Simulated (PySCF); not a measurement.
**B with other numerical set-ups**

Which parts of the numerical set-up matter for B? Each run edits the base script.

Computed with PySCF 2.14.0. Level: method and basis as typed in the scripts.

1 further run of the same task is left out (it didn't finish).

## Step 1: The atom

B: 1 atom, charge 0, spin multiplicity 2.

## Step 2: Base script

input.py reads:

```python
from pyscf import gto, scf, mp

mol = gto.M(
    atom='B 0 0 0',
    basis='cc-pcvtz',
    charge=0,
    spin=1,
    verbose=3,
)
mf = scf.UHF(mol)
mf.kernel()
mp.MP2(mf).kernel()
mf.dip_moment()
print('orbital energies (hartree):', [e[max(0, n-3):n+3].round(4) for e, n in zip(mf.mo_energy, mol.nelec)])
```

Started as:

```
$ python input.py
```

The log of this run is left out.

Base result: E(SCF) = -24.532094 Eh, E(MP2) − E(SCF) = -0.08825 Eh, ⟨S²⟩ = 0.761.

## Step 3: Ano-rcc-vdzp (X2C on)

Variant 1 changes basis set: cc-pcvtz → ano-rcc-vdzp; spin-free X2C: off → on.

input.py reads:

```python
from pyscf import gto, scf, mp

mol = gto.M(
    atom='B 0 0 0',
    basis='ano-rcc-vdzp',
    charge=0,
    spin=1,
    verbose=3,
)
mf = scf.UHF(mol)
mf = mf.sfx2c1e()
mf.kernel()
mp.MP2(mf).kernel()
mf.dip_moment()
print('orbital energies (hartree):', [e[max(0, n-3):n+3].round(4) for e, n in zip(mf.mo_energy, mol.nelec)])
```

Started as:

```
$ python input.py
```

## Step 4: Cc-pvtz

Variant 2 changes basis set: cc-pcvtz → cc-pvtz.

input.py: that of step 2 with these lines changed.

```diff
@@ -4,3 +4,3 @@
     atom='B 0 0 0',
-    basis='cc-pcvtz',
+    basis='cc-pvtz',
     charge=0,
```

## Step 5: Cartesian functions on

Variant 3 changes Cartesian functions: off → on.

input.py: that of step 2 with these lines changed.

```diff
@@ -7,2 +7,3 @@
     spin=1,
+    cart=True,
     verbose=3,
```

## Step 6: Spin-free X2C on

Variant 4 changes spin-free X2C: off → on.

input.py: that of step 2 with these lines changed.

```diff
@@ -10,2 +10,3 @@
 mf = scf.UHF(mol)
+mf = mf.sfx2c1e()
 mf.kernel()
```

## Step 7: Lanl2dz

Variant 5 changes basis set: cc-pcvtz → lanl2dz.

input.py: that of step 2 with these lines changed.

```diff
@@ -4,3 +4,3 @@
     atom='B 0 0 0',
-    basis='cc-pcvtz',
+    basis='lanl2dz',
     charge=0,
```

**Question.** What will these runs give? Wanted: for each run, E(SCF); from base; gap, α spin; after the SCF.

The runs gave:

| run | E(SCF) (hartree) | from base (eV) | gap, α spin (eV) | functions | after the SCF |
| --- | --- | --- | --- | --- | --- |
| base | -24.532094 | 0 | 9.92 | 43 | MP2 correlation -2.402 eV |
| ano-rcc-vdzp (X2C on) | -24.539263 | not comparable | 10.25 | 14 | MP2 correlation -1.077 eV |
| cc-pvtz | -24.532068 | +0.0007 | 9.92 | 30 | MP2 correlation -1.397 eV |
| Cartesian functions on | -24.532128 | -0.0009 | 9.89 | n/a | MP2 correlation -2.423 eV |
| spin-free X2C on | -24.538652 | -0.1785 | 9.92 | 43 | MP2 correlation -2.404 eV |
| lanl2dz | -24.526601 | +0.1495 | 9.56 | 9 | MP2 correlation -0.627 eV |

What this shows: Of the runs whose energies can be compared, “spin-free X2C on” moves the SCF energy most (-0.178 eV). cc-pvtz (30 functions) gives an energy 0.00 eV higher than cc-pcvtz (43). Scalar relativity lowers the total energy by 0.18 eV, nearly all of it in the inner shells; a basis contracted without relativity catches only part of it. lanl2dz (9 functions) gives an energy 0.15 eV higher than cc-pcvtz (43).
